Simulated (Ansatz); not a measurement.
# CH₅InO₃: a ladder of functionals and wavefunction methods

The task here is to estimate one member of a computed series from the others.

Program: Ansatz 0.2.0, Gaussian basis. Level of theory: functionals in def2-TZVPP, the program's frozen cores in correlated methods. These are calculated values, not measurements.

Plan: LDA (SPW92), PBE-D4, revPBE-D4, BLYP-D4, r2SCAN-D4, B97M-V, PBE0-D4, B3LYP-D4, r2SCANh-D4, r2SCAN0-D4, HSE06-D4, BHLYP-D4, CAM-B3LYP-D4, LC-ωPBE, ωB97X-V, ωB97M-V, B2PLYP, PBE-QIDH; CCSD(T)/def2-SVP; CCSD(T)/def2-TZVPP; MP2/def2-QZVPP; extrapolation to the limit; RPA on PBE.

**Structure used throughout**

All runs share one geometry, relaxed beforehand with PBE0-D4 in a triple-zeta def2 set. In takes the def2 core potential; no spin-orbit term is included.

SMILES `C[O][In]([OH])[OH]`, 10 atoms, charge 0, spin multiplicity 1.

Atoms are counted from 1 here; the program's logs count them from 0.

Bond lengths: C1–O2 1.405 Å, C1–H6 1.095 Å, C1–H7 1.099 Å, C1–H8 1.099 Å, O2–In3 1.972 Å, In3–O4 1.964 Å, In3–O5 1.984 Å, O4–H9 0.961 Å, O5–H10 0.960 Å. Angles: O2–C1–H6 108.1°, O2–C1–H7 113.0°, O2–C1–H8 112.9°, H6–C1–H7 107.3°, H6–C1–H8 107.4°, H7–C1–H8 107.9°, C1–O2–In3 121.2°, O2–In3–O4 120.2°, O2–In3–O5 121.2°, O4–In3–O5 118.5°, In3–O4–H9 111.2°, In3–O5–H10 112.9°.

The first run:

in.yaml reads:

```yaml
crystal:
  periodic: [false, false, false]
  atoms:
    - {symbol: C, position_ang: [0.552881, -1.720556, -0.492808]}
    - {symbol: O, position_ang: [0.559451, -0.919016, 0.660857]}
    - {symbol: In, position_ang: [-0.184631, 0.907241, 0.640758]}
    - {symbol: O, position_ang: [-0.169791, 1.999538, 2.272844]}
    - {symbol: O, position_ang: [-0.957868, 1.684082, -1.012431]}
    - {symbol: H, position_ang: [1.032805, -2.673438, -0.247365]}
    - {symbol: H, position_ang: [1.113696, -1.276702, -1.327077]}
    - {symbol: H, position_ang: [-0.461164, -1.946456, -0.850557]}
    - {symbol: H, position_ang: [-0.561130, 2.863191, 2.115740]}
    - {symbol: H, position_ang: [-0.924239, 1.082115, -1.759960]}
basis:
  gaussian: {orbitals: def2-TZVPP}
hamiltonian: {xc: lda}
output: {orbitals: {seedname: orbitals}}
```

Launch:

```
> ansatz run in.yaml --threads 4 --pin off --events-out ev --progress --plain --max-ram 10444MiB
```

Among the steps run: LDA; PBE-D4 (GGA); revPBE-D4 (GGA); BLYP-D4 (GGA); r2SCAN-D4 (meta-GGA); B97M-V (meta-GGA); B3LYP-D4 (hybrid); r2SCANh-D4 (hybrid); r2SCAN0-D4 (hybrid); HSE06-D4 (hybrid); BHLYP-D4 (hybrid); CAM-B3LYP-D4 (range-separated); LC-ωPBE (range-separated); ωB97X-V (range-separated); ωB97M-V (range-separated); B2PLYP (double hybrid); PBE-QIDH (double hybrid).

One of the session's tables, all rows but one given; the rest of the session is left out.

It belongs to the step «Frontier levels by functional». 

| functional | HOMO (eV) | LUMO (eV) | gap (eV) |
| --- | --- | --- | --- |
| LDA (SPW92) | -6.46 | -3.12 | 3.34 |
| PBE-D4 | -6.27 | -2.81 | 3.47 |
| revPBE-D4 | -6.20 | -2.67 | 3.54 |
| BLYP-D4 | -6.20 | -2.80 | 3.40 |
| r2SCAN-D4 | -6.59 | -2.57 | 4.03 |
| B97M-V | -6.69 | -2.72 | 3.97 |
| PBE0-D4 | -7.85 | -1.89 | 5.96 |
| B3LYP-D4 | -7.62 | -2.25 | 5.37 |
| r2SCANh-D4 | -7.19 | -2.24 | 4.95 |
| r2SCAN0-D4 | -8.09 | -1.75 | 6.33 |
| HSE06-D4 | ? | ? | ? |
| BHLYP-D4 | -9.40 | -1.08 | 8.32 |
| CAM-B3LYP-D4 | -9.34 | -0.98 | 8.35 |
| LC-ωPBE | -10.67 | 0.41 | 11.07 |
| ωB97X-V | -10.34 | 0.18 | 10.51 |
| ωB97M-V | -10.28 | -0.03 | 10.25 |

Q: Estimate the row for HSE06-D4 from the others.

**Answer.** HOMO (eV): -7.44; LUMO (eV): -2.27; gap (eV): 5.18. In the column «HOMO (eV)» it lies between B3LYP-D4 (-7.62) and r2SCANh-D4 (-7.19).
